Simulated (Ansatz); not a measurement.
**BBrClF2H (built from SMILES Br.FB(F)Cl): search for a transition state**

Wanted: the transition state of a four-centre ligand exchange (form B1–Br6, Cl2–H5 and break B1–Cl2, H5–Br6). The guess is relaxed with those distances held, a saddle search follows, and vibrations and two downhill relaxations check it.

Method: PBE0-D4, def2-SVP first, then def2-TZVP; program: Ansatz 0.2.0, Gaussian basis.

152 further runs of the same task are left out: 152 set aside as unsound or not needed.

## Step 1: Starting geometry

The guess: 6 atoms, charge 0, spin multiplicity 1.

Atoms are counted from 1 here; the program's logs count them from 0.

Bond lengths: B1–Cl2 1.990 Å, B1–F3 1.316 Å, B1–F4 1.316 Å, B1–Br6 2.202 Å, H5–Br6 1.711 Å. Angles: Cl2–B1–F3 112.0°, Cl2–B1–F4 112.0°, Cl2–B1–Br6 92.5°, F3–B1–F4 118.1°, F3–B1–Br6 109.6°, F4–B1–Br6 109.6°, B1–Br6–H5 67.7°.

Geometry (Å):

```xyz
6
BBrClF2H
B    -0.2177   -0.5359    0.2478
Cl   -1.1766    0.8895   -0.7565
F    -0.1578   -1.6617   -0.4309
F    -0.5945   -0.5901    1.5074
H     0.4380    1.3770   -0.6646
Br    1.7085    0.5211    0.0968
```

Distances that are to change: B1–Br6 2.20 Å, Cl2–H5 1.69 Å, B1–Cl2 1.99 Å, H5–Br6 1.71 Å.

## Step 2: Constrained relaxation of the guess

hold/in.yaml reads:

```yaml
crystal:
  periodic: [false, false, false]
  atoms:
    - {symbol: B, position_ang: [-0.217700, -0.535900, 0.247800]}
    - {symbol: Cl, position_ang: [-1.176600, 0.889500, -0.756500]}
    - {symbol: F, position_ang: [-0.157800, -1.661700, -0.430900]}
    - {symbol: F, position_ang: [-0.594500, -0.590100, 1.507400]}
    - {symbol: H, position_ang: [0.438000, 1.377000, -0.664600]}
    - {symbol: Br, position_ang: [1.708500, 0.521100, 0.096800]}
basis:
  gaussian: {orbitals: def2-SVP}
hamiltonian: {xc: pbe0, dispersion: d4}
relax: {f_tol: 0.04, max_steps: 150, escape_saddle: false, constraints: [{distance: [0, 5]}, {distance: [1, 4]}, {distance: [0, 1]}, {distance: [4, 5]}]}
```

Run with:

```bash
$ ansatz run in.yaml --threads 4 --pin off --events-out ev --progress --plain --max-ram 9574MiB
```

Log, cut to the lines that bear on the results:

```text
Functional definition: PBE0
  name "PBE0"
  cite "Adamo & Barone, J. Chem. Phys. 110, 6158 (1999) doi:10.1063/1.478522"
  cite "Perdew, Burke & Ernzerhof, Phys. Rev. Lett. 77, 3865 (1996) doi:10.1103/PhysRevLett.77.3865"
  parent pbe
[...]
1006 factors; integrals over basis functions are off by at most 2.5e-4 eV
[...]
mean field -88663.47521073 eV, -3258.3226157323 hartree, gradient 1.5e-5 eV, S^2 0.000000; 0 other end points of the search recorded, 0 dependent functions left out
[...]
reference -88663.47523101 eV, -3258.3226164775 hartree; 38, 38 occupied and 59, 59 virtual orbitals, 1006 factors
relax step   1: F+E_penalty+E_count = -88663.60799761 eV  Δ(F+E_penalty+E_count) = +0.000e0 eV  max|allowed force component| = 3.506e-1 eV/Å  Δτ_max = 0.0000 Å  (26 SCF iters, accepted)
[...]
relax step   4: F+E_penalty+E_count = -88663.63045899 eV  Δ(F+E_penalty+E_count) = -1.206e-3 eV  max|allowed force component| = 5.901e-2 eV/Å  Δτ_max = 0.0085 Å  (31 SCF iters, accepted)
[...]
relax step   5: F+E_penalty+E_count = -88663.63069474 eV  Δ(F+E_penalty+E_count) = -2.358e-4 eV  max|allowed force component| = 1.438e-2 eV/Å  Δτ_max = 0.0034 Å  (24 SCF iters, accepted)
  distance B 0 - Br 5 held at 2.202339 Å   reaction = -1.6609e-1 eV/Å
  distance Cl 1 - H 4 held at 1.689093 Å   reaction = +5.6283e-1 eV/Å
  distance B 0 - Cl 1 held at 1.989943 Å   reaction = +2.6326e-1 eV/Å
  distance H 4 - Br 5 held at 1.710691 Å   reaction = +9.3933e-1 eV/Å
1006 factors; integrals over basis functions are off by at most 3.5e-4 eV
mean field -88663.49801856 eV, -3258.3234539045 hartree, gradient 1.3e-5 eV, S^2 0.000000; 1 other end points of the search recorded, 0 dependent functions left out
[...]
reference -88663.49803879 eV, -3258.3234546481 hartree; 38, 38 occupied and 59, 59 virtual orbitals, 1006 factors
Total energy: -88663.63071497 eV, -3258.3283304078 hartree
Atom 0 at    -0.212940    -0.521010     0.240350 Å, force    -0.278474     0.102719    -0.119681 eV/Å
Atom 1 at    -1.207340     0.882568    -0.760154 Å, force     0.674872    -0.045143     0.176878 eV/Å
Atom 2 at    -0.143264    -1.638068    -0.461922 Å, force    -0.001843     0.012148     0.008363 eV/Å
Atom 3 at    -0.586673    -0.548452     1.507401 Å, force     0.003298    -0.000452    -0.014384 eV/Å
Atom 4 at     0.419919     1.317652    -0.634595 Å, force     0.177263    -0.589556     0.366239 eV/Å
Atom 5 at     1.730199     0.507210     0.108920 Å, force    -0.575116     0.520285    -0.417415 eV/Å
Dipole moment:     0.150870     0.284842    -0.123641 e Å
```

It took 7.5 s on 4 threads of Arm Neoverse V2, shared host.

Relaxation path:

```tsv
step	energy from step 1 (eV)	largest force component (eV/Å)
1	0.0000	0.3506
2	-0.0105	0.1970
3	-0.0213	0.1003
4	-0.0225	0.0590
5	-0.0227	0.0144
```

Close pairs (by a distance rule), those that changed most:

```tsv
bond	before (Å)	after (Å)	change (Å)
B1–F4	1.316	1.321	+0.005
B1–F3	1.316	1.321	+0.005
B1–Cl2	1.990	1.990	+0.000
B1–Br6	2.202	2.202	+0.000
H5–Br6	1.711	1.711	+0.000
```

## Step 3: A starting Hessian

hessian/in.yaml reads:

```yaml
crystal:
  periodic: [false, false, false]
  atoms:
    - {symbol: B, position_ang: [-0.212940, -0.521010, 0.240350]}
    - {symbol: Cl, position_ang: [-1.207340, 0.882568, -0.760154]}
    - {symbol: F, position_ang: [-0.143264, -1.638068, -0.461922]}
    - {symbol: F, position_ang: [-0.586673, -0.548452, 1.507401]}
    - {symbol: H, position_ang: [0.419919, 1.317652, -0.634595]}
    - {symbol: Br, position_ang: [1.730199, 0.507210, 0.108920]}
basis:
  gaussian: {orbitals: def2-SVP}
hamiltonian: {xc: pbe0, dispersion: d4}
phonons: {}
scf: {lower_state_search: off}
```

Run with:

```bash
$ ansatz run in.yaml --threads 4 --pin off --events-out ev --progress --plain --max-ram 9574MiB
```

Log, cut to the lines that bear on the results:

```text
[... 5 set-up lines as earlier in the session ...]
[...]
1007 factors; integrals over basis functions are off by at most 3.5e-4 eV
[...]
mean field -88663.49802176 eV, -3258.3234540222 hartree, gradient 3.1e-6 eV, S^2 0.000000; 0 other end points of the search recorded, 0 dependent functions left out
[...]
reference -88663.49804201 eV, -3258.3234547662 hartree; 38, 38 occupied and 59, 59 virtual orbitals, 1007 factors
[... from here to the last solve, the lines of the solves are left out (35 solves) ...]
1007 factors; integrals over basis functions are off by at most 3.5e-4 eV
mean field -88663.49905261 eV, -3258.3234919054 hartree, gradient 1.2e-6 eV, S^2 0.000000; 0 other end points of the search recorded, 0 dependent functions left out
[...]
WARN: phonons: modes at or below zero, which the zero-point energy, F, S and C_V leave out: 1, the lowest at -948.06 cm⁻¹. A minimum has none, and a first-order saddle one
Total energy: -88663.63071818 eV, -3258.3283305258 hartree
Atom 0 at    -0.212940    -0.521010     0.240350 Å, force    -0.278499     0.102721    -0.119726 eV/Å
Atom 1 at    -1.207340     0.882568    -0.760154 Å, force     0.674789    -0.045039     0.176804 eV/Å
Atom 2 at    -0.143264    -1.638068    -0.461922 Å, force    -0.001785     0.012156     0.008382 eV/Å
Atom 3 at    -0.586673    -0.548452     1.507401 Å, force     0.003352    -0.000450    -0.014350 eV/Å
Atom 4 at     0.419919     1.317652    -0.634595 Å, force     0.177231    -0.589645     0.366280 eV/Å
Atom 5 at     1.730199     0.507210     0.108920 Å, force    -0.575089     0.520258    -0.417391 eV/Å
Dipole moment:     0.150869     0.284843    -0.123640 e Å
Vibrations: -948.06 204.80 232.18 253.68 302.21 344.78 550.89 659.54 728.89 1080.54 1230.10 1444.77 cm⁻¹, zero-point energy 0.435952 eV
Checks for a lower state left out: stability, starts, cluster_reference, orbital_swaps, neighbouring_geometries, increment
```

It took 26 s on 4 threads of Arm Neoverse V2, shared host.

The structure is not stationary yet, so these wavenumbers are no spectrum; the search needs only the force constants.

## Step 4: Saddle search in the small basis

A small driver takes partitioned rational-function steps: uphill along one mode, downhill along the rest. It calls the program once a step for energy and forces and updates the Hessian by Bofill's formula. It stops when the largest force is under 0.04 eV/Å and the followed curvature is negative. The first step's input:

presaddle/in.yaml reads:

```yaml
crystal:
  periodic: [false, false, false]
  atoms:
    - {symbol: B, position_ang: [-0.212940, -0.521010, 0.240350]}
    - {symbol: Cl, position_ang: [-1.207340, 0.882568, -0.760154]}
    - {symbol: F, position_ang: [-0.143264, -1.638068, -0.461922]}
    - {symbol: F, position_ang: [-0.586673, -0.548452, 1.507401]}
    - {symbol: H, position_ang: [0.419919, 1.317652, -0.634595]}
    - {symbol: Br, position_ang: [1.730199, 0.507210, 0.108920]}
basis:
  gaussian: {orbitals: def2-SVP}
hamiltonian: {xc: pbe0, dispersion: d4}
output: {forces: true}
scf: {lower_state_search: off}
```

Run with:

```bash
$ ansatz run in.yaml --threads 4 --pin off --events-out ev --progress --plain --max-ram 9574MiB
```

The driver's record:

```tsv
step	energy (eV)	largest force (eV/Å)	followed curvature (eV/Å²)
1	-88663.63067	0.6748	-8.31
2	-88663.67538	0.1996	-7.63
3	-88663.67549	0.0223	-7.08
```

The 3 steps took 2.3 s in all (4 threads of Arm Neoverse V2, shared host).

## Step 5: Saddle search in triple zeta

The search itself is an outer loop (partitioned rational-function steps, Bofill update of the Hessian). Each step is one single-point run with forces. It stops when the largest force is under 0.01 eV/Å and the followed curvature is negative. The first step's input:

saddle/in.yaml reads:

```yaml
crystal:
  periodic: [false, false, false]
  atoms:
    - {symbol: B, position_ang: [-0.189543, -0.520102, 0.245101]}
    - {symbol: Cl, position_ang: [-1.151138, 0.911442, -0.763500]}
    - {symbol: F, position_ang: [-0.148901, -1.632464, -0.466092]}
    - {symbol: F, position_ang: [-0.592227, -0.542979, 1.502923]}
    - {symbol: H, position_ang: [0.361152, 1.258500, -0.615044]}
    - {symbol: Br, position_ang: [1.720557, 0.525503, 0.096613]}
basis:
  gaussian: {orbitals: def2-TZVP}
hamiltonian: {xc: pbe0, dispersion: d4}
output: {forces: true}
scf: {lower_state_search: off}
```

Run with:

```bash
$ ansatz run in.yaml --threads 4 --pin off --events-out ev --progress --plain --max-ram 9574MiB
```

Step by step:

```tsv
step	energy (eV)	largest force (eV/Å)	followed curvature (eV/Å²)
1	-88683.77816	0.0778	-7.08
2	-88683.77905	0.0141	-6.87
3	-88683.77905	0.0021	-6.42
```

The 3 steps took 6.2 s in all (4 threads of Arm Neoverse V2, shared host).

The point found:

```xyz
6
charge 0, multiplicity 1
B    -0.1936   -0.5225    0.2455
Cl   -1.1474    0.9143   -0.7642
F    -0.1502   -1.6335   -0.4655
F    -0.5934   -0.5443    1.5031
H     0.3566    1.2549   -0.6141
Br    1.7280    0.5311    0.0952
```

Followed mode, largest move set to 1: H5 (-0.95, 0.11, -0.28); B1 (0.72, -0.10, 0.22); Cl2 (0.33, 0.41, -0.15); Br6 (0.00, -0.44, 0.24).

## Step 6: Vibrations at the point found

vib/in.yaml reads:

```yaml
crystal:
  periodic: [false, false, false]
  atoms:
    - {symbol: B, position_ang: [-0.193574, -0.522503, 0.245520]}
    - {symbol: Cl, position_ang: [-1.147446, 0.914255, -0.764226]}
    - {symbol: F, position_ang: [-0.150227, -1.633535, -0.465479]}
    - {symbol: F, position_ang: [-0.593447, -0.544308, 1.503065]}
    - {symbol: H, position_ang: [0.356591, 1.254912, -0.614082]}
    - {symbol: Br, position_ang: [1.728002, 0.531079, 0.095202]}
basis:
  gaussian: {orbitals: def2-TZVP}
hamiltonian: {xc: pbe0, dispersion: d4}
phonons: {temperatures: {t_min: 298.15, t_max: 900, t_step: 200}}
```

Run with:

```bash
$ ansatz run in.yaml --threads 4 --pin off --events-out ev --progress --plain --max-ram 9574MiB
```

Log, cut to the lines that bear on the results:

```text
[... 5 set-up lines as earlier in the session ...]
[...]
1206 factors; their error is unknown
[...]
mean field -88683.64586272 eV, -3259.0638735208 hartree, gradient 4.1e-5 eV, S^2 0.000000; 0 other end points of the search recorded, 0 dependent functions left out
[...]
reference -88683.64588959 eV, -3259.0638745081 hartree; 38, 38 occupied and 146, 146 virtual orbitals, 1206 factors
[... from here to the last solve, the lines of the solves are left out (21 solves) ...]
1206 factors; their error is unknown
mean field -88683.64581382 eV, -3259.0638717236 hartree, gradient 2.0e-6 eV, S^2 0.000000; 0 other end points of the search recorded, 0 dependent functions left out
[...]
reference -88683.64584068 eV, -3259.0638727109 hartree; 38, 38 occupied and 146, 146 virtual orbitals, 1206 factors
WARN: phonons: modes at or below zero, which the zero-point energy, F, S and C_V leave out: 1, the lowest at -711.71 cm⁻¹. A minimum has none, and a first-order saddle one
Total energy: -88683.77904499 eV, -3259.0687678790 hartree
Atom 0 at    -0.193574    -0.522503     0.245520 Å, force     0.000394    -0.001029     0.000658 eV/Å
Atom 1 at    -1.147446     0.914255    -0.764226 Å, force    -0.002090     0.000280    -0.000626 eV/Å
Atom 2 at    -0.150227    -1.633535    -0.465479 Å, force    -0.000119     0.000483     0.000249 eV/Å
Atom 3 at    -0.593447    -0.544308     1.503065 Å, force     0.000061     0.000040    -0.000551 eV/Å
Atom 4 at     0.356591     1.254912    -0.614082 Å, force     0.000863     0.000416    -0.000036 eV/Å
Atom 5 at     1.728002     0.531079     0.095202 Å, force     0.000891    -0.000190     0.000306 eV/Å
Dipole moment:     0.045140     0.267010    -0.137578 e Å
Vibrations: -711.71 197.54 241.59 260.19 283.45 343.51 542.32 548.51 849.39 1063.25 1247.15 1422.49 cm⁻¹, zero-point energy 0.433907 eV
```

Run time: 46 s. Hardware: 4 threads of Arm Neoverse V2, shared host; peak memory 0.5 GiB.

Wavenumbers and character of the modes:

```tsv
mode	wavenumber (cm⁻¹)	character
1	712i	changes Cl2–H5, H5–Br6
2	198	bend with torsion
3	242	bend
4	260	bend with B–Br stretch
5	283	torsion with bend
6	344	B–Cl stretch with bend
7	542	bend with torsion
8	549	torsion
9	849	mixed, led by bend
10	1063	B–F stretch
11	1247	bend
12	1422	B–F stretch
```

Vibrational sums (real modes only):

```tsv
T (K)	entropy (J/mol/K)	heat capacity (J/mol/K)
298	40.7	50.7
498	71.1	67.8
698	95.6	76.8
898	115.6	81.8
```

## Step 7: Relaxing after a step of 0.30 Å one way along the mode

downa/in.yaml reads:

```yaml
crystal:
  periodic: [false, false, false]
  atoms:
    - {symbol: B, position_ang: [0.022804, -0.553463, 0.311367]}
    - {symbol: Cl, position_ang: [-1.049664, 1.035794, -0.809462]}
    - {symbol: F, position_ang: [-0.164263, -1.629447, -0.470716]}
    - {symbol: F, position_ang: [-0.607425, -0.540377, 1.497564]}
    - {symbol: H, position_ang: [0.070191, 1.288163, -0.696966]}
    - {symbol: Br, position_ang: [1.728257, 0.399229, 0.168213]}
basis:
  gaussian: {orbitals: def2-TZVP}
hamiltonian: {xc: pbe0, dispersion: d4}
relax: {f_tol: 0.005, max_steps: 200}
```

Run with:

```bash
$ ansatz run in.yaml --threads 4 --pin off --events-out ev --progress --plain --max-ram 9574MiB
```

Log, cut to the lines that bear on the results:

```text
[... 5 set-up lines as earlier in the session ...]
[...]
1206 factors; their error is unknown
[...]
mean field -88683.35894690 eV, -3259.0533295588 hartree, gradient 7.6e-5 eV, S^2 0.000000; 0 other end points of the search recorded, 0 dependent functions left out
[...]
reference -88683.35897338 eV, -3259.0533305319 hartree; 38, 38 occupied and 146, 146 virtual orbitals, 1206 factors
relax step   1: F+E_penalty+E_count = -88683.49159556 eV  Δ(F+E_penalty+E_count) = +0.000e0 eV  max|allowed force component| = 7.088e0 eV/Å  Δτ_max = 0.0000 Å  (25 SCF iters, accepted)
[...]
1206 factors; their error is unknown
[...]
mean field -88684.43008388 eV, -3259.0926931168 hartree, gradient 1.4e-5 eV, S^2 0.000000; 1 other end points of the search recorded, 0 dependent functions left out
[...]
reference -88684.43011207 eV, -3259.0926941529 hartree; 38, 38 occupied and 146, 146 virtual orbitals, 1206 factors
Total energy: -88684.54723254 eV, -3259.0969982506 hartree
Atom 0 at     0.267353    -0.908431     0.562838 Å, force    -0.000103     0.001213    -0.000692 eV/Å
Atom 1 at    -1.365286     1.378107    -1.069943 Å, force     0.000153    -0.000301     0.000201 eV/Å
Atom 2 at    -0.071897    -1.784800    -0.346466 Å, force     0.000097    -0.000416     0.000089 eV/Å
Atom 3 at    -0.509249    -0.709983     1.596015 Å, force     0.000045    -0.000283     0.000327 eV/Å
Atom 4 at    -0.258602     2.013423    -1.172273 Å, force     0.000010     0.000172    -0.000093 eV/Å
Atom 5 at     1.937582     0.011583     0.429828 Å, force    -0.000202    -0.000385     0.000168 eV/Å
Dipole moment:     0.193656     0.182212    -0.057214 e Å
```

Run time: 54 s. Hardware: 4 threads of Arm Neoverse V2, shared host; peak memory 0.5 GiB.

Relaxation path: (the energy doesn't fall at every step)

```tsv
step	energy from step 1 (eV)	largest force component (eV/Å)
1	0.0000	7.0881
2	-0.6465	1.8443
3	-0.8004	0.6793
4	-0.8652	0.6120
5	-0.9997	0.3981
6	-0.9845	1.1790
7	-1.0339	0.2881
8	-1.0416	0.5089
9	-1.0486	0.4661
10	-1.0508	0.4016
11	-1.0510	0.3501
12	-1.0544	0.1260
13	-1.0544	0.1720
14	-1.0551	0.1199
15	-1.0554	0.1096
16	-1.0555	0.0594
17	-1.0556	0.0296
18	-1.0556	0.0152
19	-1.0556	0.0118
20	-1.0556	0.0012
```

Close pairs (by a distance rule), those that changed most:

```tsv
bond	before (Å)	after (Å)	change (Å)
Cl2–H5	1.153	1.280	+0.127
B1–Br6	1.959	1.911	-0.047
B1–F4	1.343	1.308	-0.036
B1–F3	1.343	1.308	-0.036
```

## Step 8: Relaxing after a step of 0.30 Å the other way along the mode

downb/in.yaml reads:

```yaml
crystal:
  periodic: [false, false, false]
  atoms:
    - {symbol: B, position_ang: [-0.409952, -0.491543, 0.179673]}
    - {symbol: Cl, position_ang: [-1.245228, 0.792715, -0.718990]}
    - {symbol: F, position_ang: [-0.136190, -1.637622, -0.460241]}
    - {symbol: F, position_ang: [-0.579468, -0.548240, 1.508566]}
    - {symbol: H, position_ang: [0.642990, 1.221661, -0.531198]}
    - {symbol: Br, position_ang: [1.727748, 0.662930, 0.022190]}
basis:
  gaussian: {orbitals: def2-TZVP}
hamiltonian: {xc: pbe0, dispersion: d4}
relax: {f_tol: 0.005, max_steps: 200}
```

Run with:

```bash
$ ansatz run in.yaml --threads 4 --pin off --events-out ev --progress --plain --max-ram 9574MiB
```

Log, cut to the lines that bear on the results:

```text
[... 5 set-up lines as earlier in the session ...]
[...]
1206 factors; their error is unknown
[...]
mean field -88683.73989824 eV, -3259.0673292623 hartree, gradient 2.7e-5 eV, S^2 0.000000; 0 other end points of the search recorded, 0 dependent functions left out
[...]
reference -88683.73992516 eV, -3259.0673302516 hartree; 38, 38 occupied and 146, 146 virtual orbitals, 1206 factors
relax step   1: F+E_penalty+E_count = -88683.87206032 eV  Δ(F+E_penalty+E_count) = +0.000e0 eV  max|allowed force component| = 3.524e0 eV/Å  Δτ_max = 0.0000 Å  (26 SCF iters, accepted)
[...]
1206 factors; their error is unknown
[...]
mean field -88684.56145279 eV, -3259.0975208353 hartree, gradient 1.1e-5 eV, S^2 0.000000; 1 other end points of the search recorded, 0 dependent functions left out
[...]
reference -88684.56148203 eV, -3259.0975219098 hartree; 38, 38 occupied and 146, 146 virtual orbitals, 1206 factors
Total energy: -88684.67606100 eV, -3259.1017326091 hartree
Atom 0 at    -0.836573    -0.761417     0.232944 Å, force    -0.004447     0.004877    -0.003697 eV/Å
Atom 1 at    -1.715897     0.465650    -0.643993 Å, force     0.004572    -0.004876     0.003727 eV/Å
Atom 2 at    -0.310980    -1.778768    -0.402938 Å, force     0.000694    -0.001872    -0.002822 eV/Å
Atom 3 at    -0.748101    -0.704527     1.538521 Å, force    -0.000638     0.001402     0.003092 eV/Å
Atom 4 at     1.483410     1.910129    -0.722917 Å, force     0.000943    -0.001143     0.000845 eV/Å
Atom 5 at     2.128042     0.868836    -0.001617 Å, force    -0.001124     0.001611    -0.001145 eV/Å
Dipole moment:    -0.030144     0.206145    -0.120850 e Å
```

Run time: 64 s. Hardware: 4 threads of Arm Neoverse V2, shared host; peak memory 0.5 GiB.

The steps of the relaxation: (the energy doesn't fall at every step)

```tsv
step	energy from step 1 (eV)	largest force component (eV/Å)
1	0.0000	3.5235
2	-0.4958	1.1198
3	-0.6198	0.9376
4	-0.6877	0.9432
5	-0.7429	0.7757
6	-0.7668	0.6452
7	-0.7779	0.5308
8	-0.7869	0.4033
9	-0.7903	0.4087
10	-0.7961	0.2064
11	-0.7930	0.3006
12	-0.7987	0.1595
13	-0.7965	0.3427
14	-0.8012	0.1082
15	-0.8025	0.0675
16	-0.8027	0.0563
17	-0.8032	0.1286
18	-0.8038	0.0288
19	-0.8039	0.0406
20	-0.8032	0.1197
21	-0.8039	0.0192
22	-0.8040	0.0163
23	-0.8040	0.0093
24	-0.8040	0.0049
```

Close pairs (by a distance rule), those that changed most:

```tsv
bond	before (Å)	after (Å)	change (Å)
H5–Br6	1.340	1.421	+0.081
B1–F3	1.341	1.310	-0.031
B1–F4	1.341	1.310	-0.031
B1–Cl2	1.776	1.746	-0.030
```

## Step 9: What the saddle joins

```tsv
pair	start side (Å)	saddle (Å)	end side (Å)
B1–Br6	3.391	2.197	1.911
Cl2–H5	3.511	1.549	1.280
B1–Cl2	1.746	1.998	3.250
H5–Br6	1.421	1.705	3.376
```

## Step 10: What came out

| quantity | value |
| --- | --- |
| imaginary mode | 712i cm⁻¹ |
| barrier from the start side | 86.5 kJ/mol |
| barrier from the end side | 74.1 kJ/mol |
| energy of the step | +12.4 kJ/mol |
| pairs that change | B1–Br6 formed, Cl2–H5 formed, B1–Cl2 broken, H5–Br6 broken |
| zero-point energy at the saddle | 0.434 eV |

One imaginary mode, 712i cm⁻¹, makes this a first-order saddle. Going downhill both ways gives the intended start and end. At PBE0-D4/def2-TZVP the electronic barrier is 86.5 kJ/mol, about 35 kT at 298 K, and the step runs 12.4 kJ/mol uphill. A step off the saddle overshot and began above it in energy, so the link to its end is likely but not proven.
